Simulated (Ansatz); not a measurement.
# H6C3F4: the cost of one run

All numbers below are computed with Ansatz 0.2.0 (DFT r2SCAN+D3(BJ), plane waves, PAW, scalar-relativistic, no spin polarisation).

## 1. The starting structure

The cell holds 39 atoms (C9H18F12): a = 7.906 Å, b = 7.906 Å, c = 7.906 Å, α = 90.00°, β = 90.00°, γ = 90.00°.

The coordinates stand in the first input below.

## 2. Preparing the start

Contents of input.yaml:

```yaml
accuracy: low
crystal:
  lattice:
    - [7.905663, 0.0, 0.0]
    - [0.0, 7.905663, 0.0]
    - [0.0, 0.0, 7.905663]
  atoms:
    - { symbol: C, position: [0.8304765, 0.6736648, -0.0130912] }
    - { symbol: C, position: [0.8587385, 0.5108918, 0.0863478] }
    - { symbol: H, position: [0.9432436, 0.7084594, -0.0850778] }
    - { symbol: H, position: [0.7260211, 0.6600366, -0.102604] }
    - { symbol: H, position: [0.8001941, 0.7790356, 0.071106] }
    - { symbol: H, position: [0.7459713, 0.4760971, 0.1583345] }
    - { symbol: H, position: [0.8890209, 0.4055209, 0.0021507] }
    - { symbol: H, position: [0.9631938, 0.52452, 0.1758607] }
    - { symbol: C, position: [0.8488201, 0.3736647, 0.7122126] }
    - { symbol: C, position: [0.8350194, 0.2786628, 0.544982] }
    - { symbol: H, position: [0.9096933, 0.496574, 0.69498] }
    - { symbol: H, position: [0.7240815, 0.3959248, 0.7674754] }
    - { symbol: H, position: [0.923414, 0.3023485, 0.8041851] }
    - { symbol: H, position: [0.7741462, 0.1557536, 0.5622146] }
    - { symbol: H, position: [0.7604256, 0.3499791, 0.4530095] }
    - { symbol: H, position: [0.959758, 0.2564028, 0.4897193] }
    - { symbol: C, position: [-0.0560462, 0.9293807, 0.6105341] }
    - { symbol: C, position: [0.0982728, 0.816959, 0.5835361] }
    - { symbol: H, position: [-0.1227826, 0.8955612, 0.7267739] }
    - { symbol: H, position: [-0.0198692, 1.0624596, 0.6200437] }
    - { symbol: H, position: [-0.1454523, 0.9175163, 0.5057725] }
    - { symbol: H, position: [0.1650092, 0.8507785, 0.4672964] }
    - { symbol: H, position: [0.1876789, 0.8288234, 0.6882977] }
    - { symbol: H, position: [0.0620958, 0.6838801, 0.5740266] }
    - { symbol: C, position: [0.4611541, 0.57114, 0.9982069] }
    - { symbol: F, position: [0.5222669, 0.7267262, 1.0163276] }
    - { symbol: F, position: [0.389231, 0.5220712, 1.1420455] }
    - { symbol: F, position: [0.3467104, 0.5698707, 0.8750353] }
    - { symbol: F, position: [0.5864081, 0.4658918, 0.9594193] }
    - { symbol: C, position: [0.4021029, 0.1008916, 0.940143] }
    - { symbol: F, position: [0.5097808, 0.2059766, 1.0151953] }
    - { symbol: F, position: [0.3264059, 0.0058038, 1.056326] }
    - { symbol: F, position: [0.2864689, 0.1895923, 0.8562909] }
    - { symbol: F, position: [0.4857559, 0.0021939, 0.83276] }
    - { symbol: C, position: [0.2636779, 0.2698035, 0.4339756] }
    - { symbol: F, position: [0.2191243, 0.107711, 0.430626] }
    - { symbol: F, position: [0.1882523, 0.3512806, 0.3077113] }
    - { symbol: F, position: [0.2168449, 0.3377853, 0.5804522] }
    - { symbol: F, position: [0.4304899, 0.2824372, 0.4171131] }
basis:
  ecutwfc: 500.0
kpoints:
  mp_grid: { grid: [1, 1, 1] }
hamiltonian:
  xc: r2scan
  dispersion: d3bj
scf:
  occupations: { method: fermi_dirac, width: 0.02 }
  lower_state_search: "off"
relax:
  f_tol: 0.3
  max_steps: 15
  adjacent_minimum: "off"
```

Run with:

```
ansatz run input.yaml --threads 2 --pin off --max-ram 5120MiB --backend cpu --events-out ev --progress --plain --runs-dir out
```

**Question.** How long does this run take on 2 threads of AMD EPYC 9R14 (Zen 4), shared host, and how much memory does it need?

About 80 s, with a peak of 0.9 GiB.
